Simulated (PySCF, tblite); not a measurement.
**C5H6ClNS: geometry, infrared bands and NMR shifts**

Aim: predict the infrared bands and NMR shifts of C5H6ClNS (`CCc1scnc1Cl`).

The runs use tblite 0.8.0 and PySCF 2.14.0, with density-fitted response routines of our own; the level of theory stands in each step. All values are computed, except where a source is named. Atoms are numbered from 0 throughout.

**1. The starting structure**

14 atoms, charge 0, multiplicity 1; geometry from: force field or distance geometry start.

Bonds of the start (Å): C0–C1 1.51, C1–C2 1.53, C2–S3 1.79, S3–C4 1.65, C4–N5 1.31, N5–C6 1.30, C6–Cl7 1.78, C6–C2 1.36, C0–H8 1.12, C0–H9 1.11, C0–H10 1.11, C1–H11 1.12, C1–H12 1.09, C4–H13 1.11.

**2. Optimising the geometry with GFN2-xTB**

Job settings and geometry (Å):

```
{"job": {"kind": "relax", "xc": "GFN2-xTB", "basis": "xTB"}, "charge": 0, "multiplicity": 1}
C     -1.922100    -0.517200     0.615500
C     -1.043200    -0.170900    -0.564800
C      0.395800    -0.057400    -0.068100
S      1.793900    -1.156200    -0.225000
C      2.810900    -0.153900     0.605100
N      2.138800     0.916100     0.938500
C      0.882800     1.015500     0.611800
Cl    -0.119000     2.421900     1.032800
H     -1.913600     0.377000     1.286900
H     -2.953200    -0.800000     0.318500
H     -1.460400    -1.367500     1.156000
H     -1.116500    -0.986400    -1.322700
H     -1.376700     0.789300    -0.958000
H      3.882000    -0.310900     0.831500
```

Started as:

```
OMP_NUM_THREADS=1 python probes_run.py task.json out
```

One launch serves the whole session: the jobs run in the order shown.

**Question.** This job is followed by: GFN2-xTB harmonic vibrations, gas phase; GIAO PBE0/pcSseg-1 NMR shielding, non-relativistic, gas phase. What will the session give for the following? strongest single infrared mode (GFN2-xTB); zero-point energy (GFN2-xTB); ¹³C shifts against TMS (PBE0/pcSseg-1); ¹H shifts against TMS (PBE0/pcSseg-1, means over atoms taken as alike); ³³S shifts against CS2 (PBE0/pcSseg-1); ¹⁵N shifts against NH3 (PBE0/pcSseg-1); ³⁵Cl shifts against HCl (PBE0/pcSseg-1).

As calculated:

| quantity | value |
| --- | --- |
| strongest single infrared mode (GFN2-xTB) | 1535 cm⁻¹, 112 km/mol |
| zero-point energy (GFN2-xTB) | 62.8 kcal/mol |
| ¹³C shifts against TMS (PBE0/pcSseg-1) | 151.9, 146.2, 145.7, 24.2, 20.7 ppm |
| ¹H shifts against TMS (PBE0/pcSseg-1, means over atoms taken as alike) | 8.11, 2.94, 1.24 ppm |
| ³³S shifts against CS2 (PBE0/pcSseg-1) | 294 ppm |
| ¹⁵N shifts against NH3 (PBE0/pcSseg-1) | 363.0 ppm |
| ³⁵Cl shifts against HCl (PBE0/pcSseg-1) | 190 ppm |

Over 89 steps the energy fell by 0.700 eV; of the close pairs, S3–C4 changed most, 1.652 to 1.733 Å. All 36 modes are real, so the xTB geometry is a minimum. The strongest single mode, at 1535 cm⁻¹, is spread over several atoms, C2, C4, N5, C6 among them. Unscaled tight-binding wavenumbers are off by several per cent, some by more. Its intensities can rank the bands wrongly. At PBE0/pcSseg-1: The largest span, 570 ppm, is at N5, where the paramagnetic term is -427 ppm. NICS(1)zz of -24 ppm above the planar ring from C2 marks a diatropic (aromatic) ring current.
